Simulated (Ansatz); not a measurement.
# LaTe: how the settings move a relaxation

Aim: see which settings change the result for LaTe, by how much, and at what cost.

Method: reference: DFT, LDA, PAW with Ansatz's default frozen-core files, scalar-relativistic, in Ansatz 0.2.0.

## 1. Starting point

It takes space group Fm-3m (No. 225, cubic). Conventional cell: a = 6.436 Å, b = 6.436 Å, c = 6.436 Å, α = 90.00°, β = 90.00°, γ = 90.00°. La (site symmetry m-3m) has 6 Te at 3.22 Å as nearest neighbours. Te (site symmetry m-3m) has 6 La at 3.22 Å as nearest neighbours.

As a file:

```cif
data_structure
_symmetry_space_group_name_H-M 'Fm-3m'
_symmetry_Int_Tables_number 225
_cell_length_a 6.4360
_cell_length_b 6.4360
_cell_length_c 6.4360
_cell_angle_alpha 90.000
_cell_angle_beta 90.000
_cell_angle_gamma 90.000
_cell_volume 266.59
loop_
_atom_site_label
_atom_site_type_symbol
_atom_site_symmetry_multiplicity
_atom_site_Wyckoff_symbol
_atom_site_fract_x
_atom_site_fract_y
_atom_site_fract_z
_atom_site_occupancy
La1 La 4 a 0.00000 0.00000 0.00000 1
Te1 Te 4 b 0.50000 0.00000 0.00000 1
```

## 2. Baseline

Input file input.yaml:

```yaml
crystal:
  lattice:
    - [0.0, 3.218, 3.218]
    - [3.218, 0.0, 3.218]
    - [3.218, 3.218, 0.0]
  atoms:
    - { symbol: La, position: [0.0, 0.0, 0.0] }
    - { symbol: Te, position: [0.5, 0.5, 0.5] }
kpoints:
  mp_grid: { grid: [11, 11, 11] }
scf:
  occupations: { method: fermi_dirac, width: 0.05 }
hamiltonian:
  xc: lda
  pseudopotentials: { kind: paw }
output:
  forces: true
  stress: true
relax:
  f_tol: 0.005
  max_steps: 50
  cell: {}
```

Run with:

```sh
ansatz run input.yaml --threads 1 --pin off --max-ram 2048MiB --backend cpu --events-out ev --progress --plain --runs-dir out
```

## 3. Changed: preconditioner local_kerker

input.yaml: that of step 2 with these lines changed.

```diff
@@ -12,2 +12,3 @@
   occupations: { method: fermi_dirac, width: 0.05 }
+  mixing: { preconditioner: local_kerker }
 hamiltonian:
@@ -18,2 +19,6 @@
   stress: true
+  write_density: true
+  write_potential: true
+  elf: true
+  volumetric_format: npy
 relax:
```

**Question.** What will these runs give? Wanted: for each run, ending; energy change; pressure; gap; force.

The runs gave:

| run | ending | energy change | pressure (GPa) | gap (eV) | force (eV/Å) | cycles | time |
| --- | --- | --- | --- | --- | --- | --- | --- |
| reference | converged | 0 | 0.0 | 0.00 | 0.00 | 27 | 16 s |
| 1: preconditioner local_kerker | converged | 0.0 meV/atom | 0.0 | 0.00 | 0.00 | 25 | 17 s |

Times don't compare one to one where runs were asked for different outputs or read a saved state (see the inputs); cycles may leave out searches for a lower state.

With the changed mixing the energy agrees within 0.5 meV/atom.
